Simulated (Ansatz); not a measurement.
# Molecular dynamics of LaB$_{6}$

input.yaml

```yaml
accuracy: low
crystal:
  lattice:
    - [0.0, 4.286655, 4.286655]
    - [4.286655, 0.0, 4.286655]
    - [4.286655, 4.286655, 0.0]
  atoms:
    - { symbol: La, position: [0.0, 0.0, 0.0] }
    - { symbol: B, position: [0.0999391, 0.4000609, 0.4000609] }
    - { symbol: B, position: [0.4000609, 0.0999391, 0.0999391] }
    - { symbol: B, position: [0.4000609, 0.4000609, 0.0999391] }
    - { symbol: B, position: [0.0999391, 0.0999391, 0.4000609] }
    - { symbol: B, position: [0.0999391, 0.4000609, 0.0999391] }
    - { symbol: B, position: [0.4000609, 0.0999391, 0.4000609] }
    - { symbol: La, position: [0.5, 0.5, 0.5] }
    - { symbol: B, position: [0.5999391, 0.9000609, 0.9000609] }
    - { symbol: B, position: [0.9000609, 0.5999391, 0.5999391] }
    - { symbol: B, position: [0.9000609, 0.9000609, 0.5999391] }
    - { symbol: B, position: [0.5999391, 0.5999391, 0.9000609] }
    - { symbol: B, position: [0.5999391, 0.9000609, 0.5999391] }
    - { symbol: B, position: [0.9000609, 0.5999391, 0.9000609] }
basis:
  ecutwfc: 420.0
kpoints:
  mp_grid: { grid: [3, 3, 3] }
hamiltonian:
  xc: pbesol
scf:
  occupations: { method: fermi_dirac, width: 0.17 }
  lower_state_search: "off"
md:
  timestep: 1
  n_steps: 160
  ensemble: nvt_langevin
  temperature: 2000.0
  initial_velocities: maxwell_boltzmann
  seed: 714930
  friction: 0.02
```

Command:

```bash
$ ansatz run input.yaml --threads 1 --pin off --max-ram 3072MiB --backend cpu --events-out ev --progress --plain --runs-dir out
```

It starts from an unrelaxed structure (largest force component 0.36 eV/Å).

Output, in part (step lines):

```
md step     0: t =     0.00 fs  T =  1857.1 K  F+E_penalty+E_count = -14161.52796007 eV  E_kin = 3.360760 eV  (6 SCF iters)
md step     1: t =     1.00 fs  T =  2002.6 K  F+E_penalty+E_count = -14161.48186823 eV  E_kin = 3.624003 eV  (6 SCF iters)
md step     2: t =     2.00 fs  T =  1887.1 K  F+E_penalty+E_count = -14161.34280860 eV  E_kin = 3.415040 eV  (6 SCF iters)
md step     3: t =     3.00 fs  T =  1603.3 K  F+E_penalty+E_count = -14161.13555159 eV  E_kin = 2.901341 eV  (6 SCF iters)
md step     4: t =     4.00 fs  T =  1591.3 K  F+E_penalty+E_count = -14160.88788474 eV  E_kin = 2.879719 eV  (6 SCF iters)
md step     5: t =     5.00 fs  T =  1533.2 K  F+E_penalty+E_count = -14160.59526596 eV  E_kin = 2.774572 eV  (5 SCF iters)
md step     6: t =     6.00 fs  T =  1489.3 K  F+E_penalty+E_count = -14160.26503951 eV  E_kin = 2.695083 eV  (5 SCF iters)
md step     7: t =     7.00 fs  T =  1320.9 K  F+E_penalty+E_count = -14159.95001412 eV  E_kin = 2.390342 eV  (5 SCF iters)
[... lines left out ...]
md step   159: t =   159.00 fs  T =  1859.8 K  F+E_penalty+E_count = -14159.21088802 eV  E_kin = 3.365488 eV  (6 SCF iters)
md step   160: t =   160.00 fs  T =  1991.1 K  F+E_penalty+E_count = -14159.25161738 eV  E_kin = 3.603245 eV  (7 SCF iters)
```

The steps, from the saved trajectory:

| time (fs) | T (K) | potential energy less start (eV) |
| --- | --- | --- |
| 0.0 | 1857 | 0.000 |
| 5.0 | 1533 | 0.933 |
| 10.0 | 1384 | 2.195 |
| 15.0 | 1535 | 2.429 |
| 20.0 | 1685 | 2.285 |
| 25.0 | 1581 | 2.716 |
| 30.0 | 1127 | 3.211 |
| 35.0 | 1470 | 3.147 |
| 40.0 | 1655 | 2.675 |
| 45.0 | 1761 | 2.251 |
| 50.0 | 2258 | 2.201 |
| 55.0 | 1918 | 2.706 |
| 60.0 | 1692 | 2.890 |
| 65.0 | 1695 | 2.483 |
| 70.0 | 2127 | 2.320 |
| 75.0 | 1776 | 2.700 |
| 80.0 | 1657 | 2.809 |
| 85.0 | 1634 | 2.931 |
| 90.0 | 1362 | 3.036 |
| 95.0 | 1463 | 3.042 |
| 100.0 | 2236 | 2.548 |
| 105.0 | 2016 | 2.784 |
| 110.0 | 1502 | 2.922 |
| 115.0 | 1387 | 3.361 |
| 120.0 | 1210 | 3.523 |
| 125.0 | 1490 | 2.859 |
| 130.0 | 1441 | 3.053 |
| 135.0 | 1412 | 2.504 |
| 140.0 | 1664 | 2.276 |
| 145.0 | 1364 | 3.052 |
| 150.0 | 1722 | 3.014 |
| 155.0 | 1696 | 2.603 |
| 160.0 | 1991 | 2.276 |

All steps were run. The mean temperature of the second half is 19 % below the set value. A run of 0.16 ps of so small a system gives no equilibrium averages. Limits of this set-up: coarse k mesh, low accuracy level.

Mean squared displacements from the first frame to the last, about the centre of mass: La 0.02 Å², B 0.04 Å².

Last frame:

```xyz
14
Lattice="0.0000 4.2867 4.2867 4.2867 0.0000 4.2867 4.2867 4.2867 0.0000" Properties=species:S:1:pos:R:3
La 0.244 0.290 -0.058
B 3.857 2.480 2.127
B 1.380 2.442 2.205
B 2.453 2.570 3.442
B 2.397 2.396 0.901
B 2.450 1.173 2.298
B 2.511 3.824 2.233
La 4.554 4.407 4.386
B 8.205 6.870 6.394
B 5.553 6.740 6.518
B 6.764 6.900 7.918
B 6.857 6.673 5.046
B 6.918 5.413 6.484
B 6.808 8.021 6.426
```

Time of the run: 13 min on 1 thread of Intel(R) Xeon(R) 6975P-C (Granite Rapids) (shared host), peak memory 0.59 GiB.
